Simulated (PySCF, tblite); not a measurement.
**C3H4NO2S−: a rotation path, then NMR shifts on frames**

How do NMR shifts of C3H4NO2S− (`C[C@@H](C#N)[S@](=O)[O-]`) change as the atoms move?

The runs use tblite 0.8.0 and PySCF 2.14.0, with density-fitted response routines of our own; the level of theory stands in each step. All values are computed, except where a source is named. Atoms count from 0, in the outputs and in this text.

### Step 1. The molecule as given

11 atoms, charge -1, multiplicity 1; geometry from: GFN2-xTB.

Bonds of the start (Å): C0–C1 1.52, C1–C2 1.40, C2–N3 1.16, C1–S4 2.06, S4–O5 1.48, S4–O6 1.48, C0–H7 1.09, C0–H8 1.09, C0–H9 1.09, C1–H10 1.09.

### Step 2. A band between two rotamers with GFN2-xTB

Job settings and geometry (Å):

```
{"job": {"kind": "neb", "xc": "GFN2-xTB", "basis": "xTB", "atoms": [2, 1, 4, 6], "turn": 120}, "charge": -1, "multiplicity": 1}
C     -1.061323    -0.121810    -0.735791
C      0.215972     0.416304    -0.122963
C      0.046855     1.570632     0.649985
N     -0.112514     2.491529     1.329744
S      0.978000    -1.068112     1.076660
O      2.419575    -0.749620     1.013806
O      0.617697    -2.247412     0.251360
H     -0.911551    -1.180480    -0.952142
H     -1.889450    -0.024806    -0.033830
H     -1.326171     0.398483    -1.660264
H      1.028335     0.517962    -0.842530
```

Level: GFN2-xTB climbing-image nudged elastic band, gas phase.

Command:

```bash
OMP_NUM_THREADS=1 python probes_run.py task.json out
```

The driver reads the jobs from task.json and runs them one after another.

Output:

```text
image   E - E0 / eV
  0      -0.0000
  1       0.0115
  2       0.0428
  3       0.0820
  4       0.1156
  5       0.1334
  6       0.1314
  7       0.1159
  8       0.0976
```

Run time: 11 s. Hardware: 1 thread of Intel Xeon at 2.50GHz, shared host; peak memory 0.18 GiB.

The final band, with the dihedral C2–C1–S4–O6:

| image | dihedral (°) | energy (eV) | energy (kcal/mol) |
| --- | --- | --- | --- |
| 0 | 161 | 0.000 | 0.0 |
| 1 | 178 | 0.012 | 0.3 |
| 2 | 195 | 0.043 | 1.0 |
| 3 | 212 | 0.082 | 1.9 |
| 4 | 228 | 0.116 | 2.7 |
| 5 | 246 | 0.133 | 3.1 |
| 6 | 263 | 0.131 | 3.0 |
| 7 | 284 | 0.116 | 2.7 |
| 8 | 299 | 0.098 | 2.3 |

### Step 3. NMR shieldings: image 0, PBE0/pcSseg-1

Job settings and geometry (Å):

```
{"job": {"kind": "nmr", "xc": "PBE0", "basis": "pcSseg-1", "pop": false}, "charge": -1, "multiplicity": 1}
C     -1.061300    -0.121800    -0.735800
C      0.216000     0.416300    -0.123000
C      0.046900     1.570600     0.650000
N     -0.112500     2.491500     1.329700
S      0.978000    -1.068100     1.076700
O      2.419600    -0.749600     1.013800
O      0.617700    -2.247400     0.251400
H     -0.911600    -1.180500    -0.952100
H     -1.889400    -0.024800    -0.033800
H     -1.326200     0.398500    -1.660300
H      1.028300     0.518000    -0.842500
```

Method: GIAO PBE0/pcSseg-1 NMR shielding, non-relativistic, gas phase.

Output:

```text
coarse grid: 10600 points
cycle   1  E = -719.2362328222  dE =  1.264e+00  |g| = 1.181e+00  |ddm| = 3.453e+00
cycle   2  E = -718.3486308013  dE =  8.876e-01  |g| = 2.399e+00  |ddm| = 3.814e+00
cycle   3  E = -719.4883731225  dE = -1.140e+00  |g| = 2.550e-01  |ddm| = 2.950e+00
cycle   4  E = -719.5001182602  dE = -1.175e-02  |g| = 1.509e-01  |ddm| = 3.906e-01
cycle   5  E = -719.5044845603  dE = -4.366e-03  |g| = 6.634e-02  |ddm| = 1.552e-01
cycle   6  E = -719.5053865796  dE = -9.020e-04  |g| = 1.355e-02  |ddm| = 5.948e-02
cycle   7  E = -719.5054267468  dE = -4.017e-05  |g| = 3.497e-03  |ddm| = 1.779e-02
cycle   8  E = -719.5054294998  dE = -2.753e-06  |g| = 6.746e-04  |ddm| = 4.511e-03
final grid: 100272 points
cycle   9  E = -719.5684949271  dE = -1.505e-05  |g| = 1.061e-02  |ddm| = 2.579e-02
cycle  10  E = -719.5684448608  dE =  5.007e-05  |g| = 1.856e-02  |ddm| = 3.084e-02
cycle  11  E = -719.5685179716  dE = -7.311e-05  |g| = 2.126e-03  |ddm| = 2.089e-02
cycle  12  E = -719.5685188207  dE = -8.490e-07  |g| = 5.756e-04  |ddm| = 2.048e-03
cycle  13  E = -719.5685188803  dE = -5.958e-08  |g| = 2.398e-04  |ddm| = 5.501e-04
cycle  14  E = -719.5685188931  dE = -1.286e-08  |g| = 4.475e-05  |ddm| = 2.401e-04
cycle  15  E = -719.5685188936  dE = -4.202e-10  |g| = 1.641e-05  |ddm| = 5.160e-05
converged SCF energy = -719.5685188936

GIAO shielding tensors (ppm)
atom      isotropic    diamagn.    paramagn.     s11        s22        s33       span
  0 C      167.962     247.010     -79.048    150.659    167.155    186.072     35.412
  1 C      131.052     253.798    -122.746     89.234    132.143    171.779     82.545
  2 C       51.441     259.144    -207.703    -69.230    -58.910    282.464    351.694
  3 N      -18.549     343.480    -362.028   -173.820   -137.412    255.586    429.406
  4 S      -45.889    1049.013   -1094.902   -233.219     -9.967    105.518    338.737
  5 O       55.064     400.639    -345.575    -72.792     82.789    155.195    227.987
  6 O       49.064     402.599    -353.535   -108.922     63.413    192.702    301.624
  7 H       29.376      30.493      -1.117     24.708     29.003     34.417      9.709
  8 H       31.201      30.423       0.778     27.508     29.123     36.973      9.465
  9 H       30.456      29.884       0.572     25.890     28.408     37.070     11.180
 10 H       31.308      32.376      -1.068     27.620     31.668     34.637      7.018
```

Run time: 50 s. Hardware: 1 thread of Intel Xeon at 2.50GHz, shared host; peak memory 0.71 GiB.

Shifts follow as δ = σ(reference) − σ, with reference shieldings (ppm) from runs at the same level and on the same kind of geometry: ¹H TMS 31.72, ¹³C TMS 186.9, ¹⁵N NH3 267.7, ¹⁷O H2O 336.1, ³³S CS2 504. The references are single molecules in the gas phase, so shifts against H2O, NH3, PH3, H3PO4 or CFCl3 are not on the usual liquid scales and can be off by tens of ppm. Each atom is listed at this fixed geometry, with no averaging over motion; a spectrum would average atoms that exchange fast.

| atoms | environment | σ (ppm) | δ (ppm) |
| --- | --- | --- | --- |
| C2 | nitrile carbon | 51.4 | 135.5 |
| C1 | sp3 CH bonded to S, α to a nitrile | 131.1 | 55.9 |
| C0 | methyl carbon | 168.0 | 19.0 |
| H7 | hydrogen on a methyl carbon | 29.38 | 2.34 |
| H9 | hydrogen on a methyl carbon | 30.46 | 1.26 |
| H8 | hydrogen on a methyl carbon | 31.20 | 0.52 |
| H10 | hydrogen on an sp3 CH bonded to S, α to a nitrile | 31.31 | 0.41 |
| N3 | nitrile nitrogen | -18.5 | 286.3 |
| S4 | sulfur bonded to C, 2 O | -46 | 550 |
| O6 | oxygen of an anionic S–O group | 49.1 | 287.0 |
| O5 | oxygen of an anionic S–O group | 55.1 | 281.0 |

Orbitals, density, ELF and potential are computed afterwards from the orbital file.

Frontier orbitals at PBE0/pcSseg-1, with the share of their density that lies nearest to each atom:

| orbital | energy (eV) | lies on |
| --- | --- | --- |
| HOMO | -1.25 | S4 26 %; O5, O6 about 21 % each; C1 18 % |
| LUMO | 4.40 | S4 28 %; N3 20 %; C2 19 % |

ELF in a plane through or near 3 of the atoms.

Ten even steps from ' ' (0.00) to '@' (1.00):
```
                                                        
                                                        
                  --++++==::..                          
              ..--**##%%##++--..                        
              --++##%%%%##**==::                        
              ::==**####%%##**--                        
              ..::++##**--==**--    ..==++++--..        
                ..==**++::####--    --##%%%%##++..      
                    --**%%%%##++::::++####%%%%**--      
                    ::==++::--%%##++==####%%##**--      
              ::--++====%%##**++++++::====------..      
            ..==**##..%%==++..  --**##++::              
            ..==++++++**@@@@==  **####%%##--            
              ......++@@@@@@**..##%%%%%%##++..          
                    --%%@@%%::  --++**++==::            
                        ::..        ..                  
                                                        
                                                        
                                                        
                                                        
```
The map spans 10.5 Å across and 10.5 Å up, centred on the molecule. Atoms in the plane (x, y in Å): C0 (-1.0, -0.8), C2 (-0.5, 1.6), H7 (-0.4, -1.7).

On the surface of density 0.002 e/bohr³ the electrostatic potential runs, from the 1st to the 99th percentile, from -5.77 V near O5 to -2.47 V near H9.

### Step 4. Shielding tensors: image 2, PBE0/pcSseg-1

Job settings and geometry (Å):

```
{"job": {"kind": "nmr", "xc": "PBE0", "basis": "pcSseg-1", "pop": false}, "charge": -1, "multiplicity": 1}
C     -1.149900    -0.106400    -0.688800
C      0.205100     0.356400    -0.181600
C      0.163000     1.539200     0.566500
N      0.105500     2.488600     1.221600
S      0.886100    -1.186000     0.972500
O      2.103400    -0.627200     1.588900
O      1.188300    -2.154200    -0.109800
H     -1.089700    -1.167400    -0.927700
H     -1.910300     0.038700     0.079000
H     -1.462100     0.437300    -1.585200
H      0.965900     0.383700    -0.961400
```

With the program's defaults for keys left out, this is: GIAO PBE0/pcSseg-1 NMR shielding, non-relativistic, gas phase.

Output:

```text
coarse grid: 10600 points
cycle   1  E = -719.2304149489  dE =  1.272e+00  |g| = 1.187e+00  |ddm| = 3.468e+00
cycle   2  E = -718.3201976457  dE =  9.102e-01  |g| = 2.424e+00  |ddm| = 4.085e+00
cycle   3  E = -719.4859075865  dE = -1.166e+00  |g| = 2.565e-01  |ddm| = 3.190e+00
cycle   4  E = -719.4977592657  dE = -1.185e-02  |g| = 1.522e-01  |ddm| = 3.959e-01
cycle   5  E = -719.5021895664  dE = -4.430e-03  |g| = 6.754e-02  |ddm| = 1.566e-01
cycle   6  E = -719.5031194708  dE = -9.299e-04  |g| = 1.360e-02  |ddm| = 6.022e-02
cycle   7  E = -719.5031595202  dE = -4.005e-05  |g| = 3.625e-03  |ddm| = 1.775e-02
cycle   8  E = -719.5031624514  dE = -2.931e-06  |g| = 8.123e-04  |ddm| = 4.975e-03
final grid: 100272 points
cycle   9  E = -719.5668713983  dE = -1.283e-05  |g| = 1.066e-02  |ddm| = 2.391e-02
cycle  10  E = -719.5668207987  dE =  5.060e-05  |g| = 1.867e-02  |ddm| = 3.209e-02
cycle  11  E = -719.5668948968  dE = -7.410e-05  |g| = 2.132e-03  |ddm| = 2.182e-02
cycle  12  E = -719.5668957517  dE = -8.549e-07  |g| = 5.529e-04  |ddm| = 2.023e-03
cycle  13  E = -719.5668958055  dE = -5.383e-08  |g| = 2.459e-04  |ddm| = 5.519e-04
cycle  14  E = -719.5668958187  dE = -1.323e-08  |g| = 4.513e-05  |ddm| = 2.412e-04
cycle  15  E = -719.5668958191  dE = -4.088e-10  |g| = 1.882e-05  |ddm| = 5.571e-05
converged SCF energy = -719.5668958191

GIAO shielding tensors (ppm)
atom      isotropic    diamagn.    paramagn.     s11        s22        s33       span
  0 C      168.771     246.905     -78.133    155.718    164.329    186.267     30.549
  1 C      132.486     253.965    -121.479     97.972    127.990    171.495     73.523
  2 C       53.352     259.363    -206.011    -67.413    -55.252    282.720    350.133
  3 N      -19.111     343.747    -362.858   -174.293   -139.724    256.686    430.979
  4 S      -67.354    1048.862   -1116.216   -279.001    -16.687     93.626    372.626
  5 O       41.872     400.016    -358.144    -84.826     58.624    151.818    236.644
  6 O       57.851     402.254    -344.403    -98.802    100.813    171.541    270.342
  7 H       29.988      30.085      -0.097     25.290     29.346     35.329     10.040
  8 H       30.938      30.119       0.819     27.467     29.283     36.065      8.598
  9 H       30.370      29.683       0.687     26.078     28.258     36.774     10.696
 10 H       31.093      32.388      -1.294     27.504     32.517     33.259      5.755
```

Wall time 36 s (1 thread of Intel Xeon at 2.50GHz, shared host); peak memory 0.73 GiB.

Key values: δ C2 133.6, C1 54.4, C0 18.2, N3 286.8, H7 1.73, H9 1.35 ppm.

(Part 1 of 2 ends here.)
